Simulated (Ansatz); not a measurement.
# C2H7ClSi2: one species, many methods

An exercise on one series of results from a longer session: the logs are not shown, and one member is left open.

Program: Ansatz 0.2.0, Gaussian basis. Level of theory: functionals in def2-TZVPP, the program's frozen cores in correlated methods. These are calculated values, not measurements.

The runs, in order: PBE-D4, r2SCAN-D4, PBE0-D4, B3LYP-D4, ωB97X-V, ωB97M-V, B2PLYP; CCSD(T)/def2-TZVPP; MP2/def2-QZVPP; extrapolation to the limit.

### The relaxed structure

The geometry comes from an earlier relaxation with PBE0-D4 in a triple-zeta def2 set; it is a stationary point, not always the lowest conformer.

12 atoms, charge 0, spin multiplicity 1.

Atoms are counted from 1 here; the program's logs count them from 0.

Bond lengths: C1–C2 1.326 Å, C1–H6 1.085 Å, C1–H7 1.084 Å, C2–Cl3 1.743 Å, C2–Si4 1.873 Å, Si4–Si5 2.341 Å, Si4–H8 1.489 Å, Si4–H9 1.487 Å, Si5–H10 1.487 Å, Si5–H11 1.486 Å, Si5–H12 1.488 Å. Angles: C2–C1–H6 122.5°, C2–C1–H7 119.6°, H6–C1–H7 117.9°, C1–C2–Cl3 120.0°, C1–C2–Si4 125.8°, Cl3–C2–Si4 114.2°, C2–Si4–Si5 110.0°, C2–Si4–H8 107.5°, C2–Si4–H9 109.0°, Si5–Si4–H8 110.9°, Si5–Si4–H9 110.1°, H8–Si4–H9 109.3°, Si4–Si5–H10 109.7°, Si4–Si5–H11 110.7°, Si4–Si5–H12 109.5°, H10–Si5–H11 109.2°, H10–Si5–H12 108.8°, H11–Si5–H12 108.9°.

Set-up of the first run:

in.yaml reads:

```yaml
crystal:
  periodic: [false, false, false]
  atoms:
    - {symbol: C, position_ang: [-1.740439, 1.343737, 0.896435]}
    - {symbol: C, position_ang: [-0.488482, 1.147221, 0.505867]}
    - {symbol: Cl, position_ang: [0.826372, 1.858272, 1.401731]}
    - {symbol: Si, position_ang: [0.051961, 0.104092, -0.952747]}
    - {symbol: Si, position_ang: [1.370210, -1.684080, -0.213842]}
    - {symbol: H, position_ang: [-1.992595, 1.941502, 1.765622]}
    - {symbol: H, position_ang: [-2.553087, 0.897834, 0.334045]}
    - {symbol: H, position_ang: [-1.178892, -0.386887, -1.630885]}
    - {symbol: H, position_ang: [0.827165, 0.954998, -1.894285]}
    - {symbol: H, position_ang: [0.618243, -2.480549, 0.792120]}
    - {symbol: H, position_ang: [2.630589, -1.189104, 0.397363]}
    - {symbol: H, position_ang: [1.706056, -2.562238, -1.367424]}
basis:
  gaussian: {orbitals: def2-TZVPP}
hamiltonian: {xc: pbe, dispersion: d4}
output: {forces: true, orbitals: {seedname: orbitals}}
```

Run with:

```bash
> ansatz run in.yaml --threads 4 --pin off --events-out ev --progress --plain --max-ram 10444MiB
```

Steps of the session up to this table: PBE-D4 (GGA); r2SCAN-D4 (meta-GGA); PBE0-D4 (hybrid); B3LYP-D4 (hybrid); ωB97X-V (range-separated); ωB97M-V (range-separated); B2PLYP (double hybrid); CCSD(T) in def2-TZVPP; MP2 in def2-QZVPP.

One table of the session follows, with a row left open; its other results are not shown here.

It belongs to the step «Atomisation energies». 

| method | atomisation energy (kJ/mol) |
| --- | --- |
| PBE-D4 | 4082.7 |
| r2SCAN-D4 | 4052.3 |
| PBE0-D4 | 4040.2 |
| B3LYP-D4 | 4037.1 |
| ωB97X-V | 4061.9 |
| ωB97M-V | 4046.1 |
| B2PLYP | 3982.2 |
| HF/def2-TZVPP | 3014.8 |
| MP2/def2-TZVPP | 3961.0 |
| CCSD/def2-TZVPP | 3878.4 |
| CCSD(T)/def2-TZVPP | 3936.0 |
| MP2/CBS | ? |
| CCSD(T)/CBS | 4040.4 |

Estimate the missing values for MP2/CBS.

**Answer.** atomisation energy (kJ/mol): 4065.5. In the column «atomisation energy (kJ/mol)» it lies between ωB97X-V (4061.9) and PBE-D4 (4082.7).
